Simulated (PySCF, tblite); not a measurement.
# C8H7NO: geometry, infrared bands and NMR shifts

Wanted: the infrared bands and NMR shifts of C8H7NO (`CC#C/C=C(\C=O)CC#N`), by calculation.

Programs: tblite 0.8.0 and PySCF 2.14.0, with density-fitted response routines of our own. Each step states its level of theory. These are calculated values for one molecule in the gas phase, unless marked as measured. Atoms count from 0, in the outputs and in this text.

### Step 1. The molecule as given

17 atoms, charge 0, multiplicity 1; geometry from: force field or distance geometry start.

Bonds of the start (Å): C0–C1 1.47, C1–C2 1.19, C2–C3 1.43, C3–C4 1.33, C4–C5 1.49, C5–O6 1.23, C4–C7 1.50, C7–C8 1.47, C8–N9 1.17, C0–H10 1.08, C0–H11 1.09, C0–H12 1.11, C3–H13 1.09, C5–H14 1.11, C7–H15 1.11, C7–H16 1.10.

### Step 2. Relaxing the molecule with GFN2-xTB

The job: settings as JSON, then the geometry in Å.

```
{"job": {"kind": "relax", "xc": "GFN2-xTB", "basis": "xTB"}, "charge": 0, "multiplicity": 1}
C      2.392400     1.451000     2.800400
C      1.416900     0.667200     2.023400
C      0.639900     0.010600     1.408000
C     -0.309500    -0.751300     0.661700
C     -0.605900    -0.575300    -0.620800
C      0.056900     0.482300    -1.438900
O     -0.123800     0.584300    -2.647500
C     -1.583300    -1.428500    -1.371100
C     -2.872000    -0.741700    -1.525000
N     -3.912300    -0.213200    -1.608200
H      3.188600     0.819800     3.180100
H      2.825100     2.232700     2.180600
H      1.892700     1.936200     3.665500
H     -0.804900    -1.548600     1.224900
H      0.737400     1.176400    -0.902100
H     -1.756900    -2.373800    -0.824700
H     -1.188300    -1.716100    -2.351600
```

Launch:

```console
$ OMP_NUM_THREADS=1 python probes_run.py task.json out
```

This one command runs all jobs of the session in turn.

What it wrote:

```text
step      E/eV     max force
  0    -749.34129    3.401
  1    -749.02464   10.098
  2    -749.44703    2.384
  3    -749.32632    6.105
  4    -749.49386    0.576
  5    -749.49876    0.825
  6    -749.50847    0.223
  7    -749.51713    0.219
  8    -749.52219    0.353
  9    -749.52433    0.137
 10    -749.52562    0.098
 11    -749.52672    0.147
 12    -749.52750    0.108
 13    -749.52806    0.064
 14    -749.52859    0.080
 15    -749.52905    0.085
 16    -749.52937    0.055
 17    -749.52962    0.038
 18    -749.52989    0.066
 19    -749.53020    0.084
 20    -749.53048    0.057
 21    -749.53069    0.033
 22    -749.53088    0.044
 23    -749.53112    0.074
 24    -749.53141    0.081
 25    -749.53171    0.058
 26    -749.53198    0.045
 27    -749.53222    0.074
 28    -749.53245    0.069
 29    -749.53263    0.043
 30    -749.53278    0.046
 31    -749.53298    0.069
 32    -749.53328    0.103
 33    -749.53369    0.099
 34    -749.53412    0.065
 35    -749.53448    0.042
 36    -749.53481    0.090
 37    -749.53517    0.112
 38    -749.53556    0.085
 39    -749.53594    0.045
 40    -749.53635    0.071
 41    -749.53690    0.140
 42    -749.53766    0.179
 43    -749.53853    0.151
 44    -749.53926    0.066
 45    -749.53973    0.062
 46    -749.54016    0.078
 47    -749.54076    0.155
 48    -749.54125    0.137
 49    -749.54224    0.108
 50    -749.54316    0.191
 51    -749.54405    0.115
 52    -749.54509    0.111
 53    -749.54664    0.091
 54    -749.54711    0.274
 55    -749.54875    0.171
 56    -749.54941    0.064
 57    -749.55092    0.299
 58    -749.55191    0.226
 59    -749.55349    0.146
 60    -749.55487    0.079
 61    -749.55595    0.067
 62    -749.55664    0.114
 63    -749.55690    0.253
 64    -749.55783    0.097
 65    -749.55838    0.082
 66    -749.55926    0.056
 67    -749.55971    0.111
 68    -749.56065    0.236
 69    -749.56142    0.226
 70    -749.56216    0.066
 71    -749.56240    0.066
 72    -749.56261    0.065
 73    -749.56293    0.104
 74    -749.56343    0.079
 75    -749.56437    0.098
 76    -749.56532    0.085
 77    -749.56616    0.090
 78    -749.56645    0.252
 79    -749.56723    0.069
 80    -749.56771    0.043
 81    -749.56828    0.042
 82    -749.56847    0.049
 83    -749.56860    0.064
 84    -749.56871    0.038
 85    -749.56877    0.026
 86    -749.56881    0.016
 87    -749.56885    0.012
 88    -749.56889    0.017
 89    -749.56894    0.020
 90    -749.56902    0.021
 91    -749.56911    0.024
 92    -749.56923    0.026
 93    -749.56935    0.022
 94    -749.56946    0.026
 95    -749.56956    0.037
 96    -749.56964    0.031
 97    -749.56973    0.036
 98    -749.56985    0.037
 99    -749.57002    0.040
100    -749.57021    0.032
101    -749.57040    0.033
102    -749.57056    0.030
103    -749.57071    0.039
104    -749.57082    0.029
105    -749.57093    0.065
106    -749.57101    0.048
107    -749.57108    0.053
108    -749.57113    0.072
109    -749.57122    0.029
110    -749.57140    0.049
111    -749.57158    0.057
112    -749.57174    0.074
113    -749.57183    0.034
114    -749.57187    0.025
115    -749.57190    0.016
116    -749.57192    0.009
```

Wall time 4.5 s (1 thread of Intel Xeon at 2.50GHz, shared host); peak memory 0.18 GiB.

Relaxation path: (not every step is listed) (the energy doesn't fall at every step)

| step | energy from step 0 (eV) | largest force (eV/Å) |
| --- | --- | --- |
| 0 | 0.0000 | 3.4010 |
| 1 | 0.3166 | 10.0975 |
| 2 | -0.1057 | 2.3841 |
| 3 | 0.0150 | 6.1050 |
| 4 | -0.1526 | 0.5764 |
| 5 | -0.1575 | 0.8254 |
| 6 | -0.1672 | 0.2229 |
| 7 | -0.1758 | 0.2193 |
| 8 | -0.1809 | 0.3530 |
| 18 | -0.1886 | 0.0663 |
| 28 | -0.1912 | 0.0695 |
| 38 | -0.1943 | 0.0849 |
| 48 | -0.2000 | 0.1368 |
| 58 | -0.2106 | 0.2261 |
| 68 | -0.2194 | 0.2357 |
| 78 | -0.2252 | 0.2524 |
| 88 | -0.2276 | 0.0168 |
| 98 | -0.2286 | 0.0368 |
| 108 | -0.2298 | 0.0724 |
| 111 | -0.2303 | 0.0566 |
| 112 | -0.2305 | 0.0745 |
| 113 | -0.2305 | 0.0335 |
| 114 | -0.2306 | 0.0249 |
| 115 | -0.2306 | 0.0164 |
| 116 | -0.2306 | 0.0091 |

Close pairs (by a distance rule), those that changed most:

| bond | before (Å) | after (Å) | change (Å) |
| --- | --- | --- | --- |
| C0–C1 | 1.473 | 1.440 | -0.033 |
| C4–C5 | 1.492 | 1.460 | -0.033 |
| C7–C8 | 1.468 | 1.439 | -0.029 |
| C2–C3 | 1.428 | 1.399 | -0.028 |
| C8–N9 | 1.170 | 1.143 | -0.027 |
| C3–C4 | 1.328 | 1.350 | +0.022 |
| C0–H12 | 1.111 | 1.090 | -0.021 |
| C5–O6 | 1.226 | 1.208 | -0.018 |

The final coordinates are the input of the step that follows.

### Step 3. Infrared spectrum with GFN2-xTB

The job: settings as JSON, then the geometry in Å.

```
{"job": {"kind": "ir", "xc": "GFN2-xTB", "basis": "xTB"}, "charge": 0, "multiplicity": 1}
C      2.268581     1.452262     2.827110
C      1.287654     0.780685     2.014589
C      0.475710     0.223560     1.316961
C     -0.501223    -0.444577     0.570270
C     -0.537901    -0.503256    -0.777861
C      0.470605     0.156926    -1.600997
O      0.474005     0.165119    -2.809361
C     -1.620205    -1.248988    -1.520439
C     -2.911439    -1.058219    -0.913630
N     -3.923770    -0.899107    -0.407082
H      3.010222     0.732748     3.174653
H      2.772109     2.226953     2.249506
H      1.788001     1.906140     3.693427
H     -1.274679    -0.935934     1.151314
H      1.257670     0.668125    -1.016708
H     -1.399403    -2.322491    -1.543005
H     -1.642934    -0.887916    -2.554058
```

What it wrote:

```text
mode    cm-1     km/mol
  1     -30.5      0.10
  2      27.4      8.29
  3      64.5      1.51
  4      84.9      3.76
  5     130.7      5.56
  6     153.6      9.49
  7     216.5     11.63
  8     260.6      0.56
  9     275.5      0.76
 10     308.2      4.17
 11     370.1      1.45
 12     380.3      2.46
 13     408.7      7.79
 14     421.7      6.27
 15     582.2      3.36
 16     644.4      4.12
 17     796.9     17.86
 18     824.7      2.96
 19     890.5     24.46
 20     914.7     17.94
 21     931.9      3.98
 22    1006.4     17.82
 23    1007.4     12.26
 24    1023.1     17.24
 25    1104.0      4.94
 26    1171.1     42.30
 27    1236.3     33.13
 28    1264.3      9.18
 29    1325.9     54.59
 30    1365.8     14.00
 31    1386.5      9.61
 32    1404.3     19.01
 33    1438.8      8.06
 34    1441.2     10.66
 35    1613.3    155.14
 36    1722.8    419.04
 37    2340.9    250.19
 38    2411.5    225.68
 39    2793.8     86.14
 40    2928.6      7.59
 41    2958.8      2.49
 42    3000.8     12.21
 43    3007.2     13.77
 44    3012.0     17.83
 45    3027.9     12.11
```

Run time: 4.3 s. Hardware: 1 thread of Intel Xeon at 2.50GHz, shared host; peak memory 0.18 GiB.

The strongest bands and the atoms that carry them (share of the mass-weighted mode):

| cm⁻¹ | km/mol | atoms |
| --- | --- | --- |
| 1171 | 42.3 | H13 35 %, C4 28 %, H15 15 % |
| 1236 | 33.1 | H13 27 %, H15 12 %, H16 11 % |
| 1326 | 54.6 | C4 29 %, H14 18 %, H13 18 % |
| 1613 | 155.1 | C4 48 %, C3 44 % |
| 1723 | 419.0 | C5 57 %, O6 39 % |
| 2341 | 250.2 | C1 50 %, C2 48 % |
| 2412 | 225.7 | C8 60 %, N9 39 % |
| 2794 | 86.1 | H14 94 % |

### Step 4. NMR shieldings: PBE0/pcSseg-1

Settings changed since step 3:

```diff
@@ -1,2 +1,2 @@
-{"job": {"kind": "ir", "xc": "GFN2-xTB", "basis": "xTB"}, "charge": 0, "multiplicity": 1}
+{"job": {"kind": "nmr", "xc": "PBE0", "basis": "pcSseg-1"}, "charge": 0, "multiplicity": 1}
 C      2.268581     1.452262     2.827110
```

Method: GIAO PBE0/pcSseg-1 NMR shielding, non-relativistic, gas phase.

What it wrote:

```text
coarse grid: 15176 points
cycle   1  E = -438.1433268231  dE =  1.690e+00  |g| = 8.567e-01  |ddm| = 4.324e+00
cycle   2  E = -437.5878973892  dE =  5.554e-01  |g| = 1.853e+00  |ddm| = 3.333e+00
cycle   3  E = -438.2947329360  dE = -7.068e-01  |g| = 1.593e-01  |ddm| = 2.604e+00
cycle   4  E = -438.2991501468  dE = -4.417e-03  |g| = 9.790e-02  |ddm| = 2.456e-01
cycle   5  E = -438.3009819341  dE = -1.832e-03  |g| = 4.942e-02  |ddm| = 1.058e-01
cycle   6  E = -438.3015783105  dE = -5.964e-04  |g| = 6.043e-03  |ddm| = 4.637e-02
cycle   7  E = -438.3015861929  dE = -7.882e-06  |g| = 2.429e-03  |ddm| = 7.329e-03
final grid: 149472 points
cycle   8  E = -438.3721840580  dE = -1.621e-05  |g| = 1.280e-02  |ddm| = 7.644e-02
cycle   9  E = -438.3720873541  dE =  9.670e-05  |g| = 2.547e-02  |ddm| = 3.927e-02
cycle  10  E = -438.3722179787  dE = -1.306e-04  |g| = 2.474e-03  |ddm| = 2.789e-02
cycle  11  E = -438.3722192312  dE = -1.253e-06  |g| = 5.984e-04  |ddm| = 2.297e-03
cycle  12  E = -438.3722193126  dE = -8.137e-08  |g| = 2.239e-04  |ddm| = 6.682e-04
cycle  13  E = -438.3722193243  dE = -1.167e-08  |g| = 6.076e-05  |ddm| = 2.304e-04
cycle  14  E = -438.3722193250  dE = -7.429e-10  |g| = 2.330e-05  |ddm| = 6.891e-05
converged SCF energy = -438.3722193250

GIAO shielding tensors (ppm)
atom      isotropic    diamagn.    paramagn.     s11        s22        s33       span
  0 C      180.319     255.114     -74.796    172.545    174.579    193.832     21.287
  1 C       66.854     269.460    -202.606      7.580     10.055    182.927    175.347
  2 C      105.663     250.502    -144.839     12.580     26.082    278.327    265.747
  3 C       45.690     264.151    -218.461    -67.100     45.813    158.357    225.457
  4 C       38.330     266.676    -228.346    -72.537     40.576    146.952    219.489
  5 C       -6.500     248.410    -254.911    -96.010    -21.386     97.895    193.905
  6 O     -335.446     396.253    -731.698   -988.217   -410.942    392.822   1381.039
  7 C      172.116     245.317     -73.201    158.814    175.230    182.304     23.490
  8 C       63.378     261.323    -197.945    -56.273    -45.170    291.578    347.852
  9 N      -32.147     339.561    -371.708   -202.211   -197.216    302.985    505.196
 10 H       29.255      28.194       1.061     24.387     27.386     35.991     11.604
 11 H       29.254      30.496      -1.242     24.252     27.693     35.818     11.567
 12 H       29.236      27.463       1.773     24.271     27.433     36.002     11.731
 13 H       24.282      34.403     -10.121     20.924     21.496     30.426      9.502
 14 H       21.265      31.378     -10.113     18.058     21.641     24.097      6.039
 15 H       29.051      26.277       2.775     25.186     26.626     35.341     10.155
 16 H       27.822      27.803       0.019     22.291     26.945     34.230     11.939
```

It took 4.3 min on 1 thread of Intel Xeon at 2.50GHz, shared host; peak memory 0.94 GiB.

Shifts follow as δ = σ(reference) − σ, with reference shieldings (ppm) from runs at the same level and on the same kind of geometry: ¹H TMS 31.72, ¹³C TMS 186.9, ¹⁵N NH3 267.7, ¹⁷O H2O 336.1. The references are single molecules in the gas phase, so shifts against H2O, NH3, PH3, H3PO4 or CFCl3 are not on the usual liquid scales and can be off by tens of ppm. Atoms listed in one row are averaged.

| atoms | environment | σ (ppm) | δ (ppm) | δ scaled to CDCl3 |
| --- | --- | --- | --- | --- |
| C5 | aldehyde carbonyl carbon | -6.5 | 193.4 | 186.9 |
| C4 | α carbon of a C=C–C=O unit | 38.3 | 148.6 | 143.1 |
| C3 | β carbon of a C=C–C=O unit | 45.7 | 141.2 | 135.9 |
| C8 | nitrile carbon | 63.4 | 123.5 | 118.7 |
| C1 | alkyne carbon | 66.9 | 120.1 | 115.3 |
| C2 | alkyne carbon | 105.7 | 81.3 | 77.4 |
| C7 | allylic sp3 CH2 | 172.1 | 14.8 | 12.5 |
| C0 | propargylic methyl carbon | 180.3 | 6.6 | 4.5 |
| H14 | hydrogen on an aldehyde carbonyl carbon | 21.27 | 10.45 | 9.96 |
| H13 | hydrogen on a β carbon of a C=C–C=O unit | 24.28 | 7.43 | 7.11 |
| H15, H16 | hydrogen on an allylic sp3 CH2 | 28.44 | 3.28 | 3.20 |
| H10, H11, H12 | hydrogen on a propargylic methyl carbon | 29.25 | 2.47 | 2.43 |
| O6 | aldehyde oxygen | -335.4 | 671.5 | – |
| N9 | nitrile nitrogen | -32.1 | 299.9 | – |

The scaled column applies a straight-line fit of computed shieldings to shifts measured in CDCl3 (root-mean-square error 0.16 ppm for H, 1.9 ppm for C).

The run also stored atomic charges by several schemes (e):

| atoms | Mulliken | IAO | Hirshfeld | ESP fit |
| --- | --- | --- | --- | --- |
| C0 | -0.19 | -0.44 | -0.09 | -0.57 |
| C1 | -0.22 | 0.01 | -0.01 | 0.27 |
| C2 | 0.09 | -0.08 | -0.06 | -0.36 |
| C3 | -0.04 | -0.11 | 0.00 | -0.11 |
| C4 | -0.47 | -0.04 | 0.00 | 0.07 |
| C5 | 0.37 | 0.24 | 0.11 | 0.44 |
| O6 | -0.36 | -0.40 | -0.22 | -0.46 |
| C7 | -0.05 | -0.31 | -0.04 | -0.42 |
| C8 | 0.03 | 0.14 | 0.09 | 0.42 |
| N9 | -0.25 | -0.25 | -0.23 | -0.48 |

Mayer bond orders: C0–C1 1.25, C1–C2 2.26, C2–C3 1.18, C3–C4 1.68, C4–C5 1.06, C5–O6 1.96, C4–C7 1.03, C7–C8 1.02, C8–N9 3.04.

Orbitals, density, ELF and potential are computed afterwards from the orbital file.

Frontier orbitals at PBE0/pcSseg-1, with the share of their density that lies nearest to each atom:

| orbital | energy (eV) | lies on |
| --- | --- | --- |
| HOMO | -7.54 | C1, C4 about 24 % each; C2 18 %; C3 10 % |
| LUMO | -2.63 | C3 23 %; O6 17 %; C4, C5 about 15 % each |

ELF in a plane through or near 10 of the atoms.

Ten even steps from '0' (0.00) to '9' (1.00):
```
0000000000000000000000000000
0000000000000000000000000000
0000000000000000000000000000
0000000000000000000232000000
0000000000000000002466310000
0000010001100188003566420000
0000572013420399405787420000
0002897146764489405447420000
0001787664825715316975200000
0000348554713759585262000000
0000363675876344386386100000
0000588425630028744899600000
0000588200005983510399400000
0000011000049991676200000000
0000000000059965769700000000
0000000000003005888510000000
0000000000000005764100000000
0000000000000001210000000000
0000000000000000000000000000
0000000000000000000000000000
```
The map spans 13.6 Å across and 10.4 Å up, centred on the molecule. Atoms in the plane (x, y in Å): C0 (-3.7, 0.2), C1 (-2.3, 0.3), C2 (-1.1, 0.5), C3 (0.3, 0.7), C4 (1.2, -0.3), C5 (0.8, -1.7), O6 (1.6, -2.6), C7 (2.7, 0.0), H14 (-0.2, -1.9), H16 (3.2, -0.8).

log10 of the density (e/Å³) in the same plane.

Ten even steps from ' ' (-4.0) to '@' (2.2):
```
                                                        
                                                        
                                    ....::....          
                                ..::::------::..        
                ..........::::::::----======----..      
      ..::::::::::----------====----==++++++==--::      
    ..::--==--------========++++====++****++==--::      
    ::--==++++==++++++++++++****++==++******==--::      
    ::--++******************##**++++******++==--..      
  ..::--++**@@**##%%####**************##**++--::..      
    ::--++****************++****%%****##**++--::..      
    ::--==++**++==++++======++******++****++--::        
    ..::--======------==++****##**++==++++==--::        
      ..::::::::::::::==++****####**++==----::..        
        ............::--==++++**####**++--::..          
                    ..::----==++**##**==--..            
                      ....::--==++++==--::              
                            ..--------::                
                              ........                  
                                                        
```
The map spans 13.6 Å across and 10.4 Å up, centred on the molecule. Atoms in the plane (x, y in Å): C0 (-3.7, 0.2), C1 (-2.3, 0.3), C2 (-1.1, 0.5), C3 (0.3, 0.7), C4 (1.2, -0.3), C5 (0.8, -1.7), O6 (1.6, -2.6), C7 (2.7, 0.0), H14 (-0.2, -1.9), H16 (3.2, -0.8).

On the surface of density 0.002 e/bohr³ the electrostatic potential runs, from the 1st to the 99th percentile, from -1.73 V near N9 to 1.32 V near H15.

### Step 5. Summary of results

```
                                                              quantity                                                   value
                             strongest single infrared mode (GFN2-xTB)                                   1723 cm⁻¹, 419 km/mol
                                          zero-point energy (GFN2-xTB)                                           76.7 kcal/mol
                                ¹³C shifts against TMS (PBE0/pcSseg-1)  193.4, 148.6, 141.2, 123.5, 120.1, 81.3, 14.8, 6.6 ppm
¹H shifts against TMS (PBE0/pcSseg-1, means over atoms taken as alike)                             10.45, 7.43, 3.28, 2.47 ppm
                                ¹⁷O shifts against H2O (PBE0/pcSseg-1)                                               671.5 ppm
                                ¹⁵N shifts against NH3 (PBE0/pcSseg-1)                                               299.9 ppm
                                 surface potential, 1st and 99th percentile                                      -1.73 V and 1.32 V
```

What this shows: Relaxing lowered the energy by 0.231 eV in 116 steps; the close pair that moved most is C0–C1, from 1.473 to 1.440 Å. The lowest mode is imaginary (30i cm⁻¹), so the xTB geometry is not a minimum. The strongest single mode, at 1723 cm⁻¹, moves mainly C5 and O6. Unscaled tight-binding wavenumbers are off by several per cent, some by more. Its intensities can rank the bands wrongly. C5 (aldehyde carbonyl carbon) lies farthest downfield among carbon, at 193.4 ppm; the double bond to the heteroatom, with no lone-pair donor beside it, deshields it most. The most deshielded hydrogen is H14 (hydrogen on an aldehyde carbonyl carbon), at 10.45 ppm: deshielded by the polar, anisotropic C=O bond. At PBE0/pcSseg-1: The largest span, 1381 ppm, is at O6, where the paramagnetic term is -732 ppm. By nearest atom (PBE0/pcSseg-1), the HOMO sits on C1, C4 about 24 % each; C2 18 % and the LUMO on C3 23 %; O6 17 %.
